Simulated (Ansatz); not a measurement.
# CH₅NTeZn: a ladder of functionals and wavefunction methods

One table from this session's results is given with a row withheld; the runs are named, their logs left out.

Computed with Ansatz 0.2.0, Gaussian basis. Level: functionals in def2-TZVPP, the program's frozen cores in correlated methods.

Levels to be run: LDA (SPW92), PBE-D4, revPBE-D4, BLYP-D4, r2SCAN-D4, B97M-V, PBE0-D4, B3LYP-D4, r2SCANh-D4, r2SCAN0-D4, HSE06-D4, BHLYP-D4, CAM-B3LYP-D4, LC-ωPBE, ωB97X-V, ωB97M-V, B2PLYP, PBE-QIDH; CCSD(T)/def2-SVP; CCSD(T)/def2-TZVPP; MP2/def2-QZVPP; extrapolation to the limit; RPA on PBE.

1 further run of the same task is left out (for a known fault of the program). Runs told in other sessions of the task aren't counted.

## The relaxed structure

The geometry comes from an earlier relaxation with PBE0-D4 in a triple-zeta def2 set; it is a stationary point, not always the lowest conformer. Te takes the def2 core potential; no spin-orbit term is included.

9 atoms, charge 0, spin multiplicity 1.

Atoms are counted from 1 here; the program's logs count them from 0.

Bond lengths: N1–Zn2 1.815 Å, N1–H5 1.009 Å, N1–H6 1.009 Å, Zn2–C3 1.931 Å, C3–Te4 2.143 Å, C3–H7 1.090 Å, C3–H8 1.090 Å, Te4–H9 1.663 Å. Angles: Zn2–N1–H5 119.2°, Zn2–N1–H6 119.0°, H5–N1–H6 108.5°, N1–Zn2–C3 176.4°, Zn2–C3–Te4 110.3°, Zn2–C3–H7 110.9°, Zn2–C3–H8 110.1°, Te4–C3–H7 108.1°, Te4–C3–H8 107.8°, H7–C3–H8 109.6°, C3–Te4–H9 95.7°.

The first run:

File in.yaml:

```yaml
crystal:
  periodic: [false, false, false]
  atoms:
    - {symbol: N, position_ang: [-2.094763, 1.505087, 0.385836]}
    - {symbol: Zn, position_ang: [-0.666693, 0.387152, 0.311133]}
    - {symbol: C, position_ang: [0.797806, -0.859310, 0.138060]}
    - {symbol: Te, position_ang: [1.705481, -0.674668, -1.794867]}
    - {symbol: H, position_ang: [-2.725922, 1.446044, 1.171287]}
    - {symbol: H, position_ang: [-1.966492, 2.478520, 0.151534]}
    - {symbol: H, position_ang: [0.450660, -1.886181, 0.251629]}
    - {symbol: H, position_ang: [1.560719, -0.646820, 0.886794]}
    - {symbol: H, position_ang: [2.939205, -1.749824, -1.501386]}
basis:
  gaussian: {orbitals: def2-TZVPP}
hamiltonian: {xc: lda}
output: {orbitals: {seedname: orbitals}}
```

On the command line:

```sh
$ ansatz run in.yaml --threads 4 --pin off --events-out ev --progress --plain --max-ram 10444MiB
```

Steps of the session up to this table: LDA; PBE-D4 (GGA); revPBE-D4 (GGA); BLYP-D4 (GGA); r2SCAN-D4 (meta-GGA); B97M-V (meta-GGA); PBE0-D4 (hybrid); B3LYP-D4 (hybrid); r2SCANh-D4 (hybrid); r2SCAN0-D4 (hybrid); HSE06-D4 (hybrid); BHLYP-D4 (hybrid); CAM-B3LYP-D4 (range-separated); LC-ωPBE (range-separated); ωB97X-V (range-separated); ωB97M-V (range-separated); B2PLYP (double hybrid); PBE-QIDH (double hybrid).

One of the session's tables, all rows but one given; the rest of the session is left out.

It belongs to the step «Frontier levels by functional». 

| functional | HOMO (eV) | gap (eV) |
| --- | --- | --- |
| LDA (SPW92) | -5.10 | 3.38 |
| PBE-D4 | -4.95 | 3.40 |
| revPBE-D4 | -4.90 | 3.44 |
| BLYP-D4 | -4.80 | 3.31 |
| r2SCAN-D4 | -5.18 | 3.88 |
| B97M-V | -5.18 | 3.70 |
| PBE0-D4 | -5.99 | 5.22 |
| B3LYP-D4 | -5.78 | 4.75 |
| r2SCANh-D4 | -5.56 | 4.54 |
| r2SCAN0-D4 | -6.14 | 5.52 |
| HSE06-D4 | -5.60 | 4.46 |
| BHLYP-D4 | -6.87 | 6.80 |
| CAM-B3LYP-D4 | -7.23 | 7.34 |
| LC-ωPBE | -8.53 | 9.81 |
| ωB97X-V | ? | ? |
| ωB97M-V | -8.11 | 8.88 |

**Question.** Estimate the row for ωB97X-V.

As computed: HOMO (eV): -8.21; gap (eV): 9.30. In the column «HOMO (eV)» it lies between LC-ωPBE (-8.53) and ωB97M-V (-8.11).
